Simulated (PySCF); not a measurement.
# A diatomic session: CsNa

One table from this session's results is given with a row withheld; the runs are named, their logs left out.

Computed with PySCF 2.14.0. Level: Cs def2-SVP with ECP46, Na def2-SVP, scalar-relativistic core potentials.

Set-up of the first run:

A driver script around PySCF takes these settings:

```json
{
 "atoms": "Cs, Na",
 "charge": "0",
 "basis": "Cs def2-SVP with ECP46, Na def2-SVP",
 "Hamiltonian": "scalar-relativistic core potentials",
 "basis functions": "39",
 "electrons treated": "20",
 "masses in u": "132.9054, 22.9898",
 "levels": "PBE0, PBE, r²SCAN, PBEsol, M06, PW91, CAM-B3LYP, HF, MP2, SCS-MP2, CCSD, CCSD(T)",
 "grid": "80 radial by 434 angular points",
 "occupations": "held fixed by the projection of orbital angular momentum",
 "dissociation limit": "Cs + Na, each in its ground configuration",
 "starting distance in angstrom": "3.780",
 "values of 2S to try": "0, 2"
}
```

Started as:

```bash
$ OMP_NUM_THREADS=1 python dia.py task.json out
```

Steps of the session up to this table: Set-up; PBE0 along the bond; Other states along the same grid; PBE; r²SCAN; PBEsol (GGA); M06 (hybrid meta-GGA); PW91 (GGA); CAM-B3LYP; RHF (mean field); Correlated methods on the Hartree–Fock reference.

One table of the session follows, with a row left open; its other results are not shown here.

It belongs to the step «The curves together». Energy (eV) from each level's lowest point:

```
R (Å)    RHF  RHF-MP2  RHF-SCS-MP2  RHF-CCSD  RHF-CCSD(T)
3.383  0.232    0.147        0.156       n/a          n/a
3.541  0.134    0.071        0.077     0.074        0.073
3.698  0.067    0.025        0.029     0.027        0.026
3.816      ?        ?            ?         ?            ?
3.934  0.012    0.000        0.000     0.000        0.000
4.052  0.001    0.003        0.001     0.002        0.002
4.209  0.000    0.019        0.015     0.016        0.015
4.406  0.017    0.054        0.048     0.047        0.046
4.642  0.057    0.112        0.103     0.099        0.095
4.957  0.133    0.204        0.192       n/a          n/a
```

Estimate the missing values for R (Å) = 3.816.

Worked estimate for «RHF». A straight line through the neighbours (3.698, 0.067) and (3.934, 0.012) gives 0.067 + (0.012 − 0.067) × (3.816 − 3.698) / (3.934 − 3.698) = 0.040; a parabola fitted to 4 rows on both sides gives 0.033.

**Answer.** RHF: 0.034; RHF-MP2: 0.007; RHF-SCS-MP2: 0.008; RHF-CCSD: 0.008; RHF-CCSD(T): 0.008. In «RHF» the line misses by +0.006 and the parabola by -0.001.
